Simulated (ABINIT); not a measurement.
# BeI (Fm-3m) in ABINIT: notebook

The runs below take BeI through relaxation of cell and atoms, single point, with PBEsol.

Program: ABINIT 10.8.3 (patched build). These are calculated values, not measurements. Logs are shortened: lines on timing, memory, paths and dates and some standing lists are left out, and cuts for length are marked. The log counts tension as positive stress, the text compression.

## (1) The crystal as given

Symmetry: Fm-3m, No. 225, cubic system. Conventional cell: a = 5.588 Å, b = 5.588 Å, c = 5.588 Å, α = 90.00°, β = 90.00°, γ = 90.00°. Be (site symmetry m-3m) has 6 I at 2.79 Å as nearest neighbours. Around I (site symmetry m-3m) lie 6 Be at 2.79 Å.

The cell was built by a generator and needn't be a form met in nature.

## (2) Relaxation of cell and atoms, PBEsol

run.abi reads:

```
# Pseudopotentials
pp_dirpath "./"
pseudos "Be.upf, I.upf"

# Structure
acell 7.4665246764 7.4665246764 7.4665246764
rprim
     0.0000000000     0.7071067812     0.7071067812
     0.7071067812     0.0000000000     0.7071067812
     0.7071067812     0.7071067812     0.0000000000
ntypat 2
znucl 4 53
natom 2
typat 1 2
chkprim 0
chksymtnons 0
tolsym 1.0e-6
xred
            1/2            1/2            1/2
            0.0            0.0            0.0

# Plane-wave basis
ecut 1197.300995 eV
ecutsm 0.5

# k points
kptopt 1
ngkpt 6 6 6
nshiftk 1
shiftk 0.0 0.0 0.0

# Exchange and correlation
ixc -116133

# Bands and occupations
nband 10
occopt 3
tsmear 0.00183747

# SCF cycle
nstep 80
tolvrs 1.0e-12

# Output
iomode 3
prteig 0
prtebands 0
prtwf 0
prtden 0

# Relaxation
ionmov 2
optcell 2
ntime 50
tolmxf 2.0e-5
dilatmx 1.08
```

Potentials or basis: PseudoDojo NC SR PBEsol v0.4.1 standard.

Launch:

```console
$ mpirun --bind-to none -np 4 abinit run.abi > log 2>&1
```

run.abo:

```text
.Version 10.8.3 of ABINIT
 Symmetries : space group Fm -3 m (#225); Bravais cF (face-center cubic)
================================================================================
 Values of the parameters that define the memory need of the present run
     intxc =       0    ionmov =       2      iscf =       7    lmnmax =       6
     lnmax =       6     mgfft =      50  mpssoang =       3    mqgrid =    3001
     natom =       2  nloc_mem =       1    nspden =       1   nspinor =       1
    nsppol =       1      nsym =      48    n1xccc =    2501    ntypat =       2
    occopt =       3   xclevel =       2
       mpw =        5194          nfft =      125000          nkpt =          16
================================================================================
================================================================================

--------------------------------------------------------------------------------
------------- Echo of variables that govern the present computation ------------
--------------------------------------------------------------------------------
 -outvars: echo values of preprocessed input variables --------
            acell      7.4665246764E+00  7.4665246764E+00  7.4665246764E+00 Bohr
              amu      9.01218200E+00  1.26904470E+02
          chkprim           0
      chksymtnons           0
          dilatmx      1.08000000E+00
             ecut      4.40000000E+01 Hartree
           ecutsm      5.00000000E-01 Hartree
           ionmov           2
              ixc     -116133
         kptrlatt        6    0    0      0    6    0      0    0    6
          kptrlen      4.47991481E+01
            natom           2
            nband          10
            ngfft          50      50      50
             nkpt          16
            nstep          80
             nsym          48
            ntime          50
           ntypat           2
           occopt           3
          optcell           2
           prtden           0
        prtebands           0
           prteig           0
            prtwf           0
            rprim      0.0000000000E+00  7.0710678120E-01  7.0710678120E-01
                       7.0710678120E-01  0.0000000000E+00  7.0710678120E-01
                       7.0710678120E-01  7.0710678120E-01  0.0000000000E+00
          spgroup         225
           tolmxf      2.00000000E-05
           tolsym      1.00000000E-06
           tolvrs      1.00000000E-12
           tsmear      1.83747000E-03 Hartree
            typat      1  2
           xangst      2.7938599982E+00  2.7938599982E+00  2.7938599982E+00
                       0.0000000000E+00  0.0000000000E+00  0.0000000000E+00
            xcart      5.2796302307E+00  5.2796302307E+00  5.2796302307E+00
                       0.0000000000E+00  0.0000000000E+00  0.0000000000E+00
             xred      5.0000000000E-01  5.0000000000E-01  5.0000000000E-01
                       0.0000000000E+00  0.0000000000E+00  0.0000000000E+00
            znucl        4.00000   53.00000

================================================================================

 chkinp: Checking input parameters for consistency.

================================================================================
== DATASET  1 ==================================================================

--- !DatasetInfo
iteration_state: {dtset: 1, }
dimensions: {natom: 2, nkpt: 16, mband: 10, nsppol: 1, nspinor: 1, nspden: 1, mpw: 5194, }
cutoff_energies: {ecut:  44.0, pawecutdg:  -1.0, }
electrons: {nelect:   1.10000000E+01, charge:   0.00000000E+00, occopt:   3.00000000E+00, tsmear:   1.83747000E-03, }
meta: {optdriver: 0, ionmov: 2, optcell: 2, iscf: 7, paral_kgb: 0, }
...

 Real(R)+Recip(G) space primitive vectors, cartesian coordinates (Bohr,Bohr^-1):
 R(1)=  0.0000000  5.2796302  5.2796302  G(1)= -0.0947036  0.0947036  0.0947036
 R(2)=  5.2796302  0.0000000  5.2796302  G(2)=  0.0947036 -0.0947036  0.0947036
 R(3)=  5.2796302  5.2796302  0.0000000  G(3)=  0.0947036  0.0947036 -0.0947036
 Unit cell volume ucvol=  2.9433406E+02 bohr^3
 Angles (23,13,12)=  6.00000000E+01  6.00000000E+01  6.00000000E+01 degrees

 getcut: wavevector=  0.0000  0.0000  0.0000  ngfft=  50  50  50
         ecut(hartree)=     51.322   => boxcut(ratio)=   2.07735

--- Pseudopotential description ------------------------------------------------
- pspini: atom type   1  psp file is ./Be.upf
   4.00000   4.00000  180301                  znucl, zion, pspdat
12 -116133 1 -1 1358                          pspcod,pspxc,lmax,lloc,mmax
     nproj     2     2     0

- pspini: atom type   2  psp file is ./I.upf
  53.00000   7.00000  180301                  znucl, zion, pspdat
12 -116133 2 -1 1182                          pspcod,pspxc,lmax,lloc,mmax
     nproj     2     2     2

   2.42058307E+02                                ecore*ucvol(ha*bohr**3)
--------------------------------------------------------------------------------

================================================================================

=== [ionmov= 2] Broyden-Fletcher-Goldfarb-Shanno method (forces)
================================================================================

--- Iteration: ( 1/50) Internal Cycle: (1/1)
--------------------------------------------------------------------------------

---SELF-CONSISTENT-FIELD CONVERGENCE--------------------------------------------

--- !BeginCycle
iteration_state: {dtset: 1, itime: 1, icycle: 1, }
solver: {iscf: 7, nstep: 80, nline: 4, wfoptalg: 0, }
tolerances: {tolvrs: 1.00E-12, }
...

     iter   Etot(hartree)      deltaE(h)  residm     vres2
 ETOT  1  -26.760890143417    -2.676E+01 7.714E-02 1.598E+01
 ETOT  2  -26.792970255956    -3.208E-02 4.617E-03 4.438E-01
 ETOT  3  -26.792982147725    -1.189E-05 1.479E-03 5.741E-03
 ETOT  4  -26.792982291968    -1.442E-07 3.692E-04 6.481E-04
 ETOT  5  -26.792982312809    -2.084E-08 2.855E-04 4.333E-05
 ETOT  6  -26.792982315115    -2.306E-09 5.003E-04 6.441E-07
 ETOT  7  -26.792982315148    -3.236E-11 1.330E-03 2.925E-09
 ETOT  8  -26.792982315147     5.969E-13 8.702E-04 5.611E-12
 ETOT  9  -26.792982315147    -2.629E-13 8.324E-04 5.397E-14

 At SCF step    9       vres2   =  5.40E-14 < tolvrs=  1.00E-12 =>converged.

 Cartesian components of stress tensor (hartree/bohr^3)
  sigma(1 1)=  7.20623664E-05  sigma(3 2)=  0.00000000E+00
  sigma(2 2)=  7.20623664E-05  sigma(3 1)=  0.00000000E+00
  sigma(3 3)=  7.20623664E-05  sigma(2 1)=  0.00000000E+00

--- !ResultsGS
iteration_state: {dtset: 1, itime: 1, icycle: 1, }
comment   : Summary of ground state results
lattice_vectors:
- [  0.0000000,   5.2796302,   5.2796302, ]
- [  5.2796302,   0.0000000,   5.2796302, ]
- [  5.2796302,   5.2796302,   0.0000000, ]
lattice_lengths: [   7.46652,    7.46652,    7.46652, ]
lattice_angles: [ 60.000,  60.000,  60.000, ] # degrees, (23, 13, 12)
lattice_volume:   2.9433406E+02
convergence: {deltae: -2.629E-13, res2:  5.397E-14, residm:  8.324E-04, diffor: null, }
etotal    :  -2.67929823E+01
entropy   :   0.00000000E+00
fermie    :   2.20022600E-01
cartesian_stress_tensor: # hartree/bohr^3
- [  7.20623664E-05,   0.00000000E+00,   0.00000000E+00, ]
- [  0.00000000E+00,   7.20623664E-05,   0.00000000E+00, ]
- [  0.00000000E+00,   0.00000000E+00,   7.20623664E-05, ]
pressure_GPa:  -2.1201E+00
xred      :
- [  5.0000E-01,   5.0000E-01,   5.0000E-01, Be]
- [  0.0000E+00,   0.0000E+00,   0.0000E+00,  I]
cartesian_forces: # hartree/bohr
- [ -0.00000000E+00,  -0.00000000E+00,  -0.00000000E+00, ]
- [ -0.00000000E+00,  -0.00000000E+00,  -0.00000000E+00, ]
force_length_stats: {min:   0.00000000E+00, max:   0.00000000E+00, mean:   0.00000000E+00, }
[... 394 lines left out ...]
 Cartesian coordinates (xcart) [bohr]
  5.19358894262228E+00  5.19358894262228E+00  5.19358894262228E+00
  0.00000000000000E+00  0.00000000000000E+00  0.00000000000000E+00
 Reduced coordinates (xred)
  5.00000000000000E-01  5.00000000000000E-01  5.00000000000000E-01
  0.00000000000000E+00  0.00000000000000E+00  0.00000000000000E+00
 Cartesian forces (fcart) [Ha/bohr]; max,rms= 0.00000E+00 0.00000E+00 (free atoms)
 -0.00000000000000E+00 -0.00000000000000E+00 -0.00000000000000E+00
 -0.00000000000000E+00 -0.00000000000000E+00 -0.00000000000000E+00
 Gradient of E wrt nuclear positions in reduced coordinates (gred)
  0.00000000000000E+00  0.00000000000000E+00  0.00000000000000E+00
  0.00000000000000E+00  0.00000000000000E+00  0.00000000000000E+00
 Scale of Primitive Cell (acell) [bohr]
  7.34484392004737E+00  7.34484392004737E+00  7.34484392004737E+00
 Real space primitive translations (rprimd) [bohr]
  0.00000000000000E+00  5.19358894262228E+00  5.19358894262228E+00
  5.19358894262228E+00  0.00000000000000E+00  5.19358894262228E+00
  5.19358894262228E+00  5.19358894262228E+00  0.00000000000000E+00
 Unitary Cell Volume (ucvol) [Bohr^3]=  2.80177151895717E+02
 Angles (23,13,12)= [degrees]
  6.00000000000000E+01  6.00000000000000E+01  6.00000000000000E+01
 Lengths [Bohr]
  7.34484392004737E+00  7.34484392004737E+00  7.34484392004737E+00
 Stress tensor in cartesian coordinates (strten) [Ha/bohr^3]
  1.76567726065113E-09  0.00000000000000E+00  0.00000000000000E+00
  0.00000000000000E+00  1.76567726151849E-09  0.00000000000000E+00
  0.00000000000000E+00  0.00000000000000E+00  1.76567726151849E-09
 Total energy (etotal) [Ha]= -2.67935155044356E+01

 Difference of energy with previous step (new-old):
           Absolute (Ha)=-1.37411E-08
           Relative     =-5.12853E-10

 At Broyd/MD step   5, gradients are converged :
  max grad (force/stress) = 1.7657E-07 < tolmxf= 2.0000E-05 ha/bohr (free atoms)

================================================================================

 ----iterations are completed or convergence reached----

 Mean square residual over all n,k,spin=   23.946E-18; max=  30.620E-16
 reduced coordinates (array xred) for    2 atoms
       0.500000000000      0.500000000000      0.500000000000
       0.000000000000      0.000000000000      0.000000000000
 rms dE/dt=  0.0000E+00; max dE/dt=  0.0000E+00; dE/dt below (all hartree)
    1       0.000000000000      0.000000000000      0.000000000000
    2       0.000000000000      0.000000000000      0.000000000000

 cartesian coordinates (angstrom) at end:
    1      2.74832890936902     2.74832890936902     2.74832890936902
    2      0.00000000000000     0.00000000000000     0.00000000000000

 cartesian forces (hartree/bohr) at end:
    1     -0.00000000000000    -0.00000000000000    -0.00000000000000
    2     -0.00000000000000    -0.00000000000000    -0.00000000000000
 frms,max,avg= 0.0000000E+00 0.0000000E+00   0.000E+00  0.000E+00  0.000E+00 h/b

 cartesian forces (eV/Angstrom) at end:
    1     -0.00000000000000    -0.00000000000000    -0.00000000000000
    2     -0.00000000000000    -0.00000000000000    -0.00000000000000
 frms,max,avg= 0.0000000E+00 0.0000000E+00   0.000E+00  0.000E+00  0.000E+00 e/A
 length scales=  7.344843920047  7.344843920047  7.344843920047 bohr
              =  3.886724017492  3.886724017492  3.886724017492 angstroms
 Fermi (or HOMO) energy (hartree) =   0.23824   Average Vxc (hartree)=  -0.36514
 Eigenvalues (hartree) for nkpt=  16  k points:
 kpt#   1, nband= 10, wtk=  0.00463, kpt=  0.0000  0.0000  0.0000 (reduced coord)
  -3.49244   -0.35979    0.11704    0.11704    0.11704    0.22390    0.40185    0.40185
   0.40185    0.42336
      occupation numbers for kpt#   1
   2.00000    2.00000    2.00000    2.00000    2.00000    1.99918    0.00000    0.00000
   0.00000    0.00000
 prteigrs : prtvol=0 or 1, do not print more k-points.

--- !EnergyTerms
iteration_state     : {dtset: 1, itime: 5, icycle: 1, }
comment             : Components of total free energy in Hartree
kinetic             :  1.17834261170295E+01
hartree             :  3.10888152742787E+00
xc                  : -6.30207733294111E+00
Ewald energy        : -1.72828982200684E+01
psp_core            :  8.63947345511326E-01
local_psp           : -1.07102563854174E+01
non_local_psp       : -8.25393833575634E+00
internal            : -2.67929152842146E+01
'-kT*entropy'       : -6.00220221011026E-04
total_energy        : -2.67935155044356E+01
total_energy_eV     : -7.29088699278878E+02
band_energy         : -7.20810213345567E+00
...

 Cartesian components of stress tensor (hartree/bohr^3)
  sigma(1 1)=  1.76567726E-09  sigma(3 2)=  0.00000000E+00
  sigma(2 2)=  1.76567726E-09  sigma(3 1)=  0.00000000E+00
  sigma(3 3)=  1.76567726E-09  sigma(2 1)=  0.00000000E+00

-Cartesian components of stress tensor (GPa)         [Pressure= -5.1948E-05 GPa]
- sigma(1 1)=  5.19480185E-05  sigma(3 2)=  0.00000000E+00
- sigma(2 2)=  5.19480185E-05  sigma(3 1)=  0.00000000E+00
- sigma(3 3)=  5.19480185E-05  sigma(2 1)=  0.00000000E+00

== END DATASET(S) ==============================================================
================================================================================

 -outvars: echo values of variables after computation  --------
            acell      7.3448439200E+00  7.3448439200E+00  7.3448439200E+00 Bohr
           etotal     -2.6793515504E+01
            fcart     -0.0000000000E+00 -0.0000000000E+00 -0.0000000000E+00
                      -0.0000000000E+00 -0.0000000000E+00 -0.0000000000E+00
            rprim      0.0000000000E+00  7.0710678119E-01  7.0710678119E-01
                       7.0710678119E-01  0.0000000000E+00  7.0710678119E-01
                       7.0710678119E-01  7.0710678119E-01  0.0000000000E+00
           strten      1.7656772607E-09  1.7656772615E-09  1.7656772615E-09
                       0.0000000000E+00  0.0000000000E+00  0.0000000000E+00
           xangst      2.7483289094E+00  2.7483289094E+00  2.7483289094E+00
                       0.0000000000E+00  0.0000000000E+00  0.0000000000E+00
             xred      5.0000000000E-01  5.0000000000E-01  5.0000000000E-01
                       0.0000000000E+00  0.0000000000E+00  0.0000000000E+00
 Calculation completed.
```

Wall time 20 s (4 MPI ranks of AMD EPYC 9R45 (Zen 5), shared host); peak memory 0.4 GiB.

Results:

| Quantity | Value |
| --- | --- |
| Free energy | -729.0887 eV |
| Relaxed volume | 20.76 Å³/atom |
| Relaxed cell | a = 3.887 Å, b = 3.887 Å, c = 3.887 Å, α = 60.00°, β = 60.00°, γ = 60.00° |
| Space group after relaxing (to 0.05 Å) | Fm-3m (No. 225) |
| Energy gained by relaxing | 7.3 meV/atom |
| Ionic steps | 5 |
| Pressure after relaxing | 0.0 GPa |
| Band gap on the k mesh | none (metal or under the smearing width) |

Step by step:
```csv
step,energy change (eV),largest force (eV/Å),pressure (GPa),volume (Å³)
1,0.0000,0.0000,-2.12,43.62
2,-0.0035,0.0000,-1.87,43.33
3,-0.0144,0.0000,0.16,41.38
4,-0.0145,0.0000,-0.01,41.53
5,-0.0145,0.0000,0.00,41.52
```

Final structure:
```xyz
2
Lattice="0.0000 2.7483 2.7483 2.7483 0.0000 2.7483 2.7483 2.7483 0.0000" Properties=species:S:1:pos:R:3 pbc="T T T"
Be    2.7483    2.7483    2.7483
I     0.0000    0.0000    0.0000
```

Caveat: an odd number of electrons without spin polarisation forces a metal; a magnetic or distorted state may lie lower. The run has no spin-orbit coupling, so splittings on I are missing.

## (3) Single point, PBEsol (cell relaxed)

run.abi reads:

```
# Pseudopotentials
pp_dirpath "./"
pseudos "Be.upf, I.upf"

# Structure
acell 3*1.0
rprim
     0.0000000000     5.1935889403     5.1935889403
     5.1935889403     0.0000000000     5.1935889403
     5.1935889403     5.1935889403     0.0000000000
ntypat 2
znucl 4 53
natom 2
typat 1 2
xred
     0.5000000000     0.5000000000     0.5000000000
     0.0000000000     0.0000000000     0.0000000000
chkprim 0
chksymtnons 0
tolsym 1.0e-6

# Plane-wave basis
ecut 44.0

# k points
kptopt 1
ngkpt 6 6 6
nshiftk 1
shiftk 0.0 0.0 0.0

# Exchange and correlation
ixc -116133

# Bands and occupations
nband 10
occopt 3
tsmear 0.05 eV

# SCF cycle
nstep 100
tolvrs 1.0e-10

# Output
iomode 3
prtwf 0
prtden 0
prteig 0
prtebands 0
enunit 2
```

Potentials or basis: PseudoDojo NC SR PBEsol v0.4.1 standard.

Launch:

```console
$ mpirun --bind-to none -np 4 abinit run.abi > log 2>&1
```

Wall time 3.7 s (4 MPI ranks of AMD EPYC 9R45 (Zen 5), shared host); peak memory 0.32 GiB.

It converged, with:

```yaml
Free_energy: -729.0887 eV
Pressure: 0.0 GPa
Band_gap_on_the_k_mesh: none (metal or under the smearing width)
Valence_electrons_inside_the_program's_atomic_spheres: Be 2.85; I 2.84
```

Levels at points of the mesh, in eV from the Fermi level:
```tsv
k point	band 2	band 3	band 4	band 5	band 6	band 7	band 8	band 9
(0.00, 0.00, 0.00)	-16.27	-3.30	-3.30	-3.30	-0.39	4.45	4.45	4.45
(0.50, 0.00, 0.00)	-15.09	-8.39	-3.50	-3.50	0.53	0.98	0.98	3.64
(0.50, 0.50, 0.00)	-14.64	-7.79	-5.32	-5.32	-2.48	1.54	6.25	6.25
```

Caveat: an odd number of electrons without spin polarisation forces a metal; a magnetic or distorted state may lie lower. The run has no spin-orbit coupling, so splittings on I are missing.
